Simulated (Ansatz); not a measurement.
**C8H13OSc: one species, many methods**

The task here is to estimate one member of a computed series from the others.

Program: Ansatz 0.2.0, Gaussian basis. Level of theory: functionals in def2-TZVPP, the program's frozen cores in correlated methods. These are calculated values, not measurements.

The runs, in order: LDA (SPW92), PBE-D4, revPBE-D4, BLYP-D4, r2SCAN-D4, B97M-V, PBE0-D4, B3LYP-D4, r2SCANh-D4, r2SCAN0-D4, HSE06-D4, BHLYP-D4, CAM-B3LYP-D4, LC-ωPBE, ωB97X-V, ωB97M-V, B2PLYP, PBE-QIDH; CCSD(T)/def2-SVP; CCSD(T)/def2-TZVPP; MP2/def2-QZVPP; extrapolation to the limit; RPA on PBE.

## The geometry

The geometry comes from an earlier relaxation with PBE0-D4 in a triple-zeta def2 set; it is a stationary point, not always the lowest conformer.

SMILES `CC[C@]12[C@H]3[C@H]4[C@H]5[C@@H]1[Sc]4532([CH3])[OH]`, 23 atoms, charge 0, spin multiplicity 1.

Atoms are counted from 1 here; the program's logs count them from 0.

Bond lengths: C1–C2 1.527 Å, C1–H11 1.097 Å, C1–H12 1.098 Å, C1–H13 1.092 Å, C2–C3 1.498 Å, C2–H14 1.093 Å, C2–H15 1.093 Å, C3–C4 1.413 Å, C3–C7 1.415 Å, C3–Sc8 2.460 Å, C4–C5 1.410 Å, C4–Sc8 2.480 Å, C4–H16 1.080 Å, C5–C6 1.411 Å, C5–Sc8 2.481 Å, C5–H17 1.081 Å, C6–C7 1.411 Å, C6–Sc8 2.465 Å and more. Angles: C2–C1–H11 111.2°, C2–C1–H12 111.1°, C2–C1–H13 112.3°, H11–C1–H12 108.8°, H11–C1–H13 106.7°, H12–C1–H13 106.5°, C1–C2–C3 111.3°, C1–C2–H14 109.7°, C1–C2–H15 109.6°, C3–C2–H14 109.9°, C3–C2–H15 109.6°, H14–C2–H15 106.7°, C2–C3–C4 126.2°, C2–C3–C7 126.0°, C2–C3–Sc8 113.1°, C4–C3–C7 107.4°, C4–C3–Sc8 74.2°, C7–C3–Sc8 72.8° and more.

Set-up of the first run:

in.yaml

```yaml
crystal:
  periodic: [false, false, false]
  atoms:
    - {symbol: C, position_ang: [1.110696, -0.906809, -1.811681]}
    - {symbol: C, position_ang: [-0.238049, -1.561440, -1.521260]}
    - {symbol: C, position_ang: [-0.989925, -0.813038, -0.462947]}
    - {symbol: C, position_ang: [-0.917915, -1.038836, 0.929684]}
    - {symbol: C, position_ang: [-1.640483, -0.019764, 1.582893]}
    - {symbol: C, position_ang: [-2.171920, 0.839032, 0.597568]}
    - {symbol: C, position_ang: [-1.770861, 0.349519, -0.663209]}
    - {symbol: Sc, position_ang: [0.276625, 1.083644, 0.460132]}
    - {symbol: C, position_ang: [1.894072, 0.427833, 1.813486]}
    - {symbol: O, position_ang: [0.648317, 2.734576, -0.330015]}
    - {symbol: H, position_ang: [0.982096, 0.118833, -2.179274]}
    - {symbol: H, position_ang: [1.740340, -0.883170, -0.912557]}
    - {symbol: H, position_ang: [1.677859, -1.444833, -2.574669]}
    - {symbol: H, position_ang: [-0.831044, -1.604842, -2.438962]}
    - {symbol: H, position_ang: [-0.081801, -2.594049, -1.198452]}
    - {symbol: H, position_ang: [-0.375509, -1.839714, 1.411194]}
    - {symbol: H, position_ang: [-1.768931, 0.080032, 2.651680]}
    - {symbol: H, position_ang: [-2.784214, 1.712296, 0.773622]}
    - {symbol: H, position_ang: [-2.004606, 0.796721, -1.619945]}
    - {symbol: H, position_ang: [2.153540, -0.636774, 1.776904]}
    - {symbol: H, position_ang: [1.592108, 0.627398, 2.852958]}
    - {symbol: H, position_ang: [2.814836, 0.998793, 1.639596]}
    - {symbol: H, position_ang: [0.684788, 3.574613, -0.776747]}
basis:
  gaussian: {orbitals: def2-TZVPP}
hamiltonian: {xc: lda}
output: {orbitals: {seedname: orbitals}}
```

On the command line:

```console
ansatz run in.yaml --threads 4 --pin off --events-out ev --progress --plain --max-ram 66560MiB --backend cuda --devices 0, --max-vram 37GiB
```

Steps of the session up to this table: LDA; PBE-D4 (GGA); revPBE-D4 (GGA); BLYP-D4 (GGA); r2SCAN-D4 (meta-GGA); B97M-V (meta-GGA); B3LYP-D4 (hybrid); r2SCANh-D4 (hybrid); r2SCAN0-D4 (hybrid); HSE06-D4 (hybrid); BHLYP-D4 (hybrid); CAM-B3LYP-D4 (range-separated); LC-ωPBE (range-separated); ωB97X-V (range-separated); ωB97M-V (range-separated); B2PLYP (double hybrid); PBE-QIDH (double hybrid).

One of the session's tables, all rows but one given; the rest of the session is left out.

It belongs to the step «Orbital energies across the functionals». 

| functional | HOMO (eV) | gap (eV) |
| --- | --- | --- |
| LDA (SPW92) | ? | ? |
| PBE-D4 | -5.06 | 2.98 |
| revPBE-D4 | -4.99 | 3.08 |
| BLYP-D4 | -4.92 | 2.88 |
| r2SCAN-D4 | -5.29 | 3.45 |
| B97M-V | -5.35 | 3.36 |
| PBE0-D4 | -6.33 | 5.30 |
| B3LYP-D4 | -6.10 | 4.72 |
| r2SCANh-D4 | -5.77 | 4.31 |
| r2SCAN0-D4 | -6.49 | 5.59 |
| HSE06-D4 | -5.92 | 4.52 |
| BHLYP-D4 | -7.48 | 7.35 |
| CAM-B3LYP-D4 | -7.72 | 7.62 |
| LC-ωPBE | -9.13 | 10.27 |
| ωB97X-V | -8.76 | 9.71 |
| ωB97M-V | -8.63 | 9.24 |

Q: Estimate the row for LDA (SPW92) from the others.

The run gave: HOMO (eV): -5.22; gap (eV): 2.83. In the column «HOMO (eV)» it lies between r2SCAN-D4 (-5.29) and PBE-D4 (-5.06).
